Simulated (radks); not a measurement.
# Dy with its nuclear charge varied continuously

Aim: the energy of 66 electrons in [Xe] 4f10 6s2 as the nuclear charge moves through non-integer values, and a test of dE/dZ = E(electron-nucleus)/Z.

The numbers are computed with radks (a radial shooting solver on a logarithmic mesh, Libxc functionals) version 1 (scalar-relativistic Kohn-Sham, r2SCAN, spin-unpolarised, spherical densities, finite nucleus), except any that are marked as measured or tabulated.

**1. Starting point**

* element: dysprosium (Z = 66)
* charge: 0
* electrons: 66
* configuration: [Xe] 4f10 6s2
* nuclear rms radius: 5.2218 fm

Outer shells as boxes (Hund's rule):

Dy
```
[Xe] core
4f [↑↓][↑↓][↑↓][↑ ][↑ ][↑ ][↑ ]
6s [↑↓]
```

**2. Z = 66**

Settings of this run:

```text
Z 66
configuration [Xe] 4f10 6s2
relativity scalar-relativistic
functional r2scan,r2scan
spin unpolarised
nucleus finite rms 5.2218 fm
c 137.035999084
```

**3. Z = 65.8**

Input: that of step 2 with these lines changed.

```diff
@@ -1,2 +1,2 @@
-Z 66
+Z 65.8
 configuration [Xe] 4f10 6s2
```

**4. Z = 66.2**

Input: that of step 3 with these lines changed.

```diff
@@ -1,2 +1,2 @@
-Z 65.8
+Z 66.2
 configuration [Xe] 4f10 6s2
```

**5. Z = 66.4**

Input: that of step 4 with these lines changed.

```diff
@@ -1,2 +1,2 @@
-Z 66.2
+Z 66.4
 configuration [Xe] 4f10 6s2
```

**6. Z = 66.6**

Input: that of step 5 with these lines changed.

```diff
@@ -1,2 +1,2 @@
-Z 66.4
+Z 66.6
 configuration [Xe] 4f10 6s2
```

**7. Z = 66.8**

Input: that of step 6 with these lines changed.

```diff
@@ -1,2 +1,2 @@
-Z 66.6
+Z 66.8
 configuration [Xe] 4f10 6s2
```

**8. Z = 67**

Input: that of step 7 with these lines changed.

```diff
@@ -1,2 +1,2 @@
-Z 66.8
+Z 67
 configuration [Xe] 4f10 6s2
```

Before running it: what results should come out? Wanted: for each run, Z; E; E(electron-nucleus)/Z; highest level; its energy; <r>.

As calculated:

| Z | E (hartree) | E(electron-nucleus)/Z (hartree) | highest level | its energy (eV) | <r> (bohr) |
| --- | --- | --- | --- | --- | --- |
| 65.8 | -12066.9100 | -448.726 | 4f | -0.584 | 0.9059 |
| 66 | -12157.4043 | -450.758 | 4f | -3.001 | 0.8788 |
| 66.2 | -12248.3107 | -452.786 | 6s | -5.033 | 3.995 |
| 66.4 | -12339.6286 | -454.812 | 6s | -6.323 | 3.836 |
| 66.6 | -12431.3578 | -456.837 | 6s | -7.688 | 3.697 |
| 66.8 | -12523.4982 | -458.861 | 6s | -9.123 | 3.573 |
| 67 | -12616.0498 | -460.885 | 6s | -10.624 | 3.462 |

**Reading.** At Z = 66 the central difference of E is -453.502 hartree, against -450.758 from the Hellmann-Feynman theorem; the scalar-relativistic energy here is not variational, so the two differ by a part that grows with Z. The top level goes from -0.584 eV at Z = 65.8 to -10.624 eV at Z = 67. Between Z = 66 and 66.2 the top level changes from 4f to 6s, so the curve of the top level has a kink there, while E(Z) stays smooth.
